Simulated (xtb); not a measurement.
# Sn2H6Se ((H3Sn)2Se): GFN2-xTB

What is the electronic atomisation energy of Sn2H6Se ((H3Sn)2Se) at GFN2-xTB? 

The results are computed with xtb 6.7.1.

7 further runs of the same task are left out: 7 set aside as unsound or not needed.

## (1) The molecule

Sn2H6Se: 9 atoms, total charge 0, spin state singlet. The shape comes from GFN2-xTB, which is rough for such elements, and wasn't checked as a minimum.

Bond lengths: Sn1–Se5 2.505 Å, Se5–Sn6 2.504 Å, Sn1–H2 1.675 Å, Sn1–H3 1.666 Å, Sn1–H4 1.677 Å, Sn6–H7 1.677 Å, Sn6–H8 1.676 Å, Sn6–H9 1.666 Å. Some angles: Sn1–Se5–Sn6 101.9°, H2–Sn1–Se5 112.2°, H3–Sn1–Se5 105.7°, H4–Sn1–Se5 112.1°, Se5–Sn6–H7 112.0°, Se5–Sn6–H8 112.7°, Se5–Sn6–H9 105.6°, H2–Sn1–H3 109.7°, H2–Sn1–H4 107.7°, H3–Sn1–H4 109.4°.

## (2) Energy and gradient at GFN2-xTB

Input file detailed.inp:

```
$chrg 0
$spin 0
$end
```

Input file struc.tmol:

```
$coord
     -1.791403674361      0.475587373785     -3.179256334809  sn
      0.755720374499      0.879459641140     -5.015314237496  h
     -4.211122387900     -0.528083965527     -4.925230993135  h
     -2.513033389572      3.282983401790     -1.896774803071  h
     -1.113596707981     -2.865391722770      0.105465615015  se
      1.735732342730     -0.658286095513      3.171810813878  sn
      0.507580437074      2.089148922558      4.164124899180  h
      4.597817044782     -0.053139098624      1.959645991237  h
      2.032324857990     -2.622297354098      5.615472357415  h
$end
```

Started as:

```bash
$ xtb struc.tmol --grad --json --input detailed.inp > out.txt 2> xtb.err
```

What it wrote:

```text
* xtb version 6.7.1
[...]
          :  # basis functions                  36          :
[...]
          :  # electrons                        20          :
[...]
          :  Hamiltonian                  GFN2-xTB          :
[...]
          :  net charge                          0          :
          :  unpaired electrons                  0          :
[...]
   *** convergence criteria satisfied after 11 iterations ***
[...]
         ::                     SUMMARY                     ::
         :::::::::::::::::::::::::::::::::::::::::::::::::::::
         :: total energy             -10.445385268758 Eh    ::
         :: gradient norm              0.000561728831 Eh/a0 ::
         :: HOMO-LUMO gap              3.297403554727 eV    ::
         ::.................................................::
         :: SCC energy               -10.472360422608 Eh    ::
         :: -> isotropic ES            0.006685242914 Eh    ::
         :: -> anisotropic ES         -0.000266573324 Eh    ::
         :: -> anisotropic XC          0.001296211357 Eh    ::
         :: -> dispersion             -0.006331688178 Eh    ::
         :: repulsion energy           0.026975153850 Eh    ::
         :: add. restraining           0.000000000000 Eh    ::
         :: total charge               0.000000000000 e     ::
         :::::::::::::::::::::::::::::::::::::::::::::::::::::
[...]
        10        2.0000           -0.3858469             -10.4994 (HOMO)
        11                         -0.2646696              -7.2020 (LUMO)
[...]
     #   Z          covCN         q      C6AA      α(0)
     1  50 sn       3.726     0.099   330.146    33.140
     2   1 h        0.932     0.017     2.781     2.607
     3   1 h        0.933     0.011     2.865     2.647
     4   1 h        0.931     0.011     2.869     2.649
     5  34 se       1.766    -0.276   245.044    27.279
     6  50 sn       3.726     0.099   330.128    33.139
     7   1 h        0.932     0.013     2.847     2.638
     8   1 h        0.932     0.015     2.801     2.617
     9   1 h        0.933     0.010     2.884     2.656
[...]
     #   Z sym  total        # sym  WBO       # sym  WBO       # sym  WBO
 ---------------------------------------------------------------------------
     1  50 sn   2.917 --     5 se   0.789     4 h    0.730     3 h    0.727
                             2 h    0.725
     2   1 h    0.999 --     1 sn   0.725     5 se   0.100
     3   1 h    0.982 --     1 sn   0.727
     4   1 h    1.000 --     1 sn   0.730     5 se   0.101
     5  34 se   2.157 --     6 sn   0.790     1 sn   0.789     8 h    0.101
                             7 h    0.101     4 h    0.101     2 h    0.100
     6  50 sn   2.917 --     5 se   0.790     7 h    0.728     9 h    0.727
                             8 h    0.726
     7   1 h    1.000 --     6 sn   0.728     5 se   0.101
     8   1 h    0.999 --     6 sn   0.726     5 se   0.101
     9   1 h    0.981 --     6 sn   0.727
 ---------------------------------------------------------------------------
[...]
molecular dipole:
                 x           y           z       tot (Debye)
 q only:        0.337       0.816      -0.050
   full:        0.279       0.644      -0.054       1.788
molecular quadrupole (traceless):
[...]
          | TOTAL ENERGY              -10.445385268758 Eh   |
          | GRADIENT NORM               0.000561728831 Eh/α |
          | HOMO-LUMO GAP               3.297403554727 eV   |
           -------------------------------------------------
[...]
```

Standard error:

```text
normal termination of xtb
```

Run time: 0.039 s. Hardware: 1 thread of Intel Xeon Platinum 8559C (Emerald Rapids), shared host.

## (3) The H atom: the energy at GFN2-xTB

Input file coord:

```
$coord
      0.000000000000      0.000000000000      0.000000000000  h
$end
```

Started as:

```bash
$ xtb coord --json --uhf 1 --scc --gfn 2 --parallel 1 > run.log
```

What it wrote (excerpt; [...] marks lines left out):

```text
* xtb version 6.7.1
[...]
          :  # basis functions                   1          :
[...]
          :  # electrons                         1          :
[...]
          :  Hamiltonian                  GFN2-xTB          :
[...]
          :  net charge                          0          :
          :  unpaired electrons                  1          :
[...]
   *** convergence criteria satisfied after 3 iterations ***
[...]
         ::                     SUMMARY                     ::
         :::::::::::::::::::::::::::::::::::::::::::::::::::::
         :: total energy              -0.393482763936 Eh    ::
         :: gradient norm              0.000000000000 Eh/a0 ::
         :: HOMO-LUMO gap              0.000000000000 eV    ::
         ::.................................................::
         :: SCC energy                -0.393482763936 Eh    ::
         :: -> isotropic ES            0.000000000000 Eh    ::
         :: -> anisotropic ES          0.000000000000 Eh    ::
         :: -> anisotropic XC          0.000000000000 Eh    ::
         :: -> dispersion              0.000000000000 Eh    ::
         :: repulsion energy           0.000000000000 Eh    ::
         :: add. restraining           0.000000000000 Eh    ::
         :: total charge               0.000000000000 e     ::
         :::::::::::::::::::::::::::::::::::::::::::::::::::::
[...]
         1        1.0000           -0.3934828             -10.7072 (HOMO)
      -------------------------------------------------------------
[...]
molecular dipole:
                 x           y           z       tot (Debye)
 q only:        0.000       0.000       0.000
   full:        0.000       0.000       0.000       0.000
molecular quadrupole (traceless):
[...]
          | TOTAL ENERGY               -0.393482763936 Eh   |
          | GRADIENT NORM               0.000000000000 Eh/α |
          | HOMO-LUMO GAP              10.707211000000 eV   |
           -------------------------------------------------
[...]
```

Standard error:

```text
normal termination of xtb
```

Wall time 0.035 s (1 thread of Intel Xeon Platinum 8559C (Emerald Rapids), shared host).

## (4) The Se atom: a single-point energy at GFN2-xTB

Input file mol.xyz:

```xyz
1
start
Se     0.00000000     0.00000000     0.00000000
```

Started as:

```bash
$ xtb mol.xyz --gfn2 --uhf 2 > out.txt 2> xtb.err
```

What it wrote (excerpt; [...] marks lines left out):

```text
* xtb version 6.7.1
[...]
          :  # basis functions                  10          :
[...]
          :  # electrons                         6          :
[...]
          :  Hamiltonian                  GFN2-xTB          :
[...]
          :  net charge                          0          :
          :  unpaired electrons                  2          :
[...]
   *** convergence criteria satisfied after 3 iterations ***
[...]
         ::                     SUMMARY                     ::
         :::::::::::::::::::::::::::::::::::::::::::::::::::::
         :: total energy              -3.118622050579 Eh    ::
         :: gradient norm              0.000000000000 Eh/a0 ::
         :: HOMO-LUMO gap             10.800163000000 eV    ::
         ::.................................................::
         :: SCC energy                -3.118622050579 Eh    ::
         :: -> isotropic ES            0.000000000000 Eh    ::
         :: -> anisotropic ES          0.000000000000 Eh    ::
         :: -> anisotropic XC          0.000000000000 Eh    ::
         :: -> dispersion              0.000000000000 Eh    ::
         :: repulsion energy           0.000000000000 Eh    ::
         :: add. restraining           0.000000000000 Eh    ::
         :: total charge              -0.000000000000 e     ::
         :::::::::::::::::::::::::::::::::::::::::::::::::::::
[...]
         4        1.3333           -0.4009645             -10.9108 (HOMO)
         5                         -0.0040658              -0.1106 (LUMO)
[...]
molecular dipole:
                 x           y           z       tot (Debye)
 q only:        0.000       0.000       0.000
   full:        0.000       0.000       0.000       0.000
molecular quadrupole (traceless):
[...]
          | TOTAL ENERGY               -3.118622050579 Eh   |
          | GRADIENT NORM               0.000000000000 Eh/α |
          | HOMO-LUMO GAP              10.800163000000 eV   |
           -------------------------------------------------
[...]
```

Standard error:

```text
normal termination of xtb
```

Wall time 0.039 s (1 thread of Intel Xeon Platinum 8559C (Emerald Rapids), shared host).

## (5) The Sn atom: a single-point energy at GFN2-xTB

Input file start.xyz:

```xyz
1
(H3Sn)2Se
Sn     0.00000000     0.00000000     0.00000000
```

Started as:

```bash
$ xtb start.xyz --json --uhf 2 --sp > out.txt 2> xtb.err
```

What it wrote (excerpt; [...] marks lines left out):

```text
* xtb version 6.7.1
[...]
          :  # basis functions                  10          :
[...]
          :  # electrons                         4          :
[...]
          :  Hamiltonian                  GFN2-xTB          :
[...]
          :  net charge                          0          :
          :  unpaired electrons                  2          :
[...]
   *** convergence criteria satisfied after 3 iterations ***
[...]
         ::                     SUMMARY                     ::
         :::::::::::::::::::::::::::::::::::::::::::::::::::::
         :: total energy              -2.011082469458 Eh    ::
         :: gradient norm              0.000000000000 Eh/a0 ::
         :: HOMO-LUMO gap              0.000000000000 eV    ::
         ::.................................................::
         :: SCC energy                -2.011082469458 Eh    ::
         :: -> isotropic ES            0.000000000000 Eh    ::
         :: -> anisotropic ES          0.000000000000 Eh    ::
         :: -> anisotropic XC          0.000000000000 Eh    ::
         :: -> dispersion              0.000000000000 Eh    ::
         :: repulsion energy           0.000000000000 Eh    ::
         :: add. restraining           0.000000000000 Eh    ::
         :: total charge               0.000000000000 e     ::
         :::::::::::::::::::::::::::::::::::::::::::::::::::::
[...]
         3        0.6667           -0.2707344              -7.3671 (HOMO)
         4        0.6667           -0.2707344              -7.3671 (LUMO)
[...]
molecular dipole:
                 x           y           z       tot (Debye)
 q only:        0.000       0.000       0.000
   full:        0.000       0.000       0.000       0.000
molecular quadrupole (traceless):
[...]
          | TOTAL ENERGY               -2.011082469458 Eh   |
          | GRADIENT NORM               0.000000000000 Eh/α |
          | HOMO-LUMO GAP               0.000000000000 eV   |
           -------------------------------------------------
[...]
```

Standard error:

```text
normal termination of xtb
```

Wall time 0.031 s (1 thread of Intel Xeon Platinum 8559C (Emerald Rapids), shared host).

## (6) Results

Level: GFN2-xTB.

| quantity | value |
| --- | --- |
| molecule: total energy | -10.44539 Eh |
| molecule: dipole moment | 1.79 D |
| molecule: HOMO energy | -10.50 eV |
| molecule: LUMO energy | -7.20 eV |
| molecule: HOMO–LUMO gap | 3.30 eV |
| molecule: dispersion energy | -16.62 kJ/mol |
| molecule: largest force on an atom | 0.018 eV/Å |
| molecule: mean polarisability (D4 model) | 109.4 bohr³ |
| H atom: total energy | -0.39348 Eh |
| H atom: dipole moment | 0.00 D |
| H atom: HOMO energy (partly filled) | -10.71 eV |
| H atom: mean polarisability (D4 model) | 5.0 bohr³ |
| Se atom: total energy | -3.11862 Eh |
| Se atom: dipole moment | 0.00 D |
| Se atom: HOMO energy (partly filled) | -10.91 eV |
| Se atom: LUMO energy | -0.11 eV |
| Se atom: mean polarisability (D4 model) | 25.7 bohr³ |
| Sn atom: total energy | -2.01108 Eh |
| Sn atom: dipole moment | 0.00 D |
| Sn atom: HOMO energy (partly filled) | -7.37 eV |
| Sn atom: LUMO energy | -7.37 eV |
| Sn atom: mean polarisability (D4 model) | 57.3 bohr³ |
| electronic atomisation energy | 25.679 eV |

**Reading.** The method runs without spin polarisation, so open shells lack the exchange term that lowers high spin: such energies come out too high. Taking the molecule apart into free atoms costs 25.68 eV (2478 kJ/mol), before zero-point energy and without spin-orbit coupling. Tight-binding and semi-empirical models aren't fitted to free atoms, so this value can be far from the true one. Mulliken charges (molecule) run from -0.28 on Se5 to +0.10 on Sn6.
